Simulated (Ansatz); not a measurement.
# Te: a line through a two-coordinate scan

The task here is to estimate one member of a computed series from the others.

Program: Ansatz 0.2.0. Level of theory: DFT PBEsol, scalar-relativistic, plane waves, PAW. These are calculated values, not measurements.

16 further runs of the same task are left out: 16 set aside as unsound or not needed.

**The structure to begin with**

The structure is trigonal, space group R-3m (No. 166). The conventional cell has a = 4.501 Å, b = 4.501 Å, c = 5.330 Å, α = 90.00°, β = 90.00°, γ = 120.00°. Te (site symmetry -3m) is surrounded by 6 Te at 3.15 Å.

Structure file:

```cif
data_structure
_symmetry_space_group_name_H-M 'R-3m:H'
_symmetry_Int_Tables_number 166
_cell_length_a 4.5012
_cell_length_b 4.5012
_cell_length_c 5.3305
_cell_angle_alpha 90.000
_cell_angle_beta 90.000
_cell_angle_gamma 120.000
_cell_volume 93.53
loop_
_atom_site_label
_atom_site_type_symbol
_atom_site_symmetry_multiplicity
_atom_site_Wyckoff_symbol
_atom_site_fract_x
_atom_site_fract_y
_atom_site_fract_z
_atom_site_occupancy
Te1 Te 3 b 0.00000 0.00000 0.50000 1
```

It goes back to an entry of the Materials Project, which need not be the stable form.

This cell was relaxed beforehand with the same method: volume 31.18 Å³/atom, gap on the mesh none (metal).

**The scan**

The energy is mapped over volume and the cell's shape.

The axes are (1) volume per atom: 7 values from 28.68 to 33.67 Å³; (2) c/a of the conventional cell: 7 values from 1.093 to 1.283.

Nothing else is relaxed (symmetry fixes all fractional coordinates). Energies count from the relaxed crystal. Points are written as (first, second).

Set-up of the first run:

input.yaml reads:

```yaml
crystal:
  lattice:
    - [2.2085062563, 1.2750816816, 1.6976051424]
    - [-2.2085062563, 1.2750816816, 1.6976051424]
    - [0.0, -2.5501633632, 1.6976051424]
  atoms:
    - { symbol: Te, position: [0.5, 0.5, 0.5] }
basis:
  ecutwfc: 420
kpoints:
  mp_grid: { grid: [15, 15, 15] }
hamiltonian:
  xc: pbesol
  pseudopotentials: { kind: paw }
scf:
  occupations: { method: gaussian, width: 0.15 }
output:
  forces: true
  stress: true
  eigenvalues: true
```

Command:

```sh
$ ansatz run input.yaml --threads 1 --pin off --max-ram 2048MiB --backend cpu --events-out ev --progress --plain --runs-dir out
```

Among the steps run: Grid point (28.68 Å³, 1.153); Point (29.51 Å³, 1.153); Grid point (30.35 Å³, 1.153); Point (31.18 Å³, 1.153); Point (32.01 Å³, 1.153); Point (33.67 Å³, 1.153).

One of the session's tables, all rows but one given; the rest of the session is left out.

It belongs to the step «The line in numbers». 

| volume per atom (Å³) | energy (meV/atom) | slope (meV/atom per Å³) | pressure (GPa) |
| --- | --- | --- | --- |
| 28.68 | 41.2 | −36.2 | 5.8 |
| 29.51 | 17.1 | −22.0 | 3.5 |
| 30.35 | 4.0 | −9.8 | 1.6 |
| 31.18 | 0.31 | 0.6 | −0.1 |
| 32.01 | 4.6 | 9.6 | −1.5 |
| 32.84 | ? | ? | ? |
| 33.67 | 33.0 | 23.8 | −3.8 |

Q: Estimate the row for volume per atom (Å³) = 32.84 from the others.

Worked estimate for «energy (meV/atom)». A straight line through the neighbours (32.01, 4.6) and (33.67, 33.0) gives 4.6 + (33.0 − 4.6) × (32.84 − 32.01) / (33.67 − 32.01) = 18.8; a parabola fitted to 3 rows on both sides gives 15.5.

**Answer.** energy (meV/atom): 15.9; slope (meV/atom per Å³): 17.2; pressure (GPa): −2.8. In «energy (meV/atom)» the line misses by +2.9 and the parabola by -0.4.

Energies count from the relaxed crystal. Rows without a step come from runs not printed here or follow by symmetry.

In words: The lowest point of the line is at 31.18 Å³, 0.31 meV/atom from the zero. V·d²E/dV² there is about 59 GPa, a bulk modulus under this line's constraint. The highest point computed, at 28.68 Å³, lies 40.8 meV/atom above the lowest.
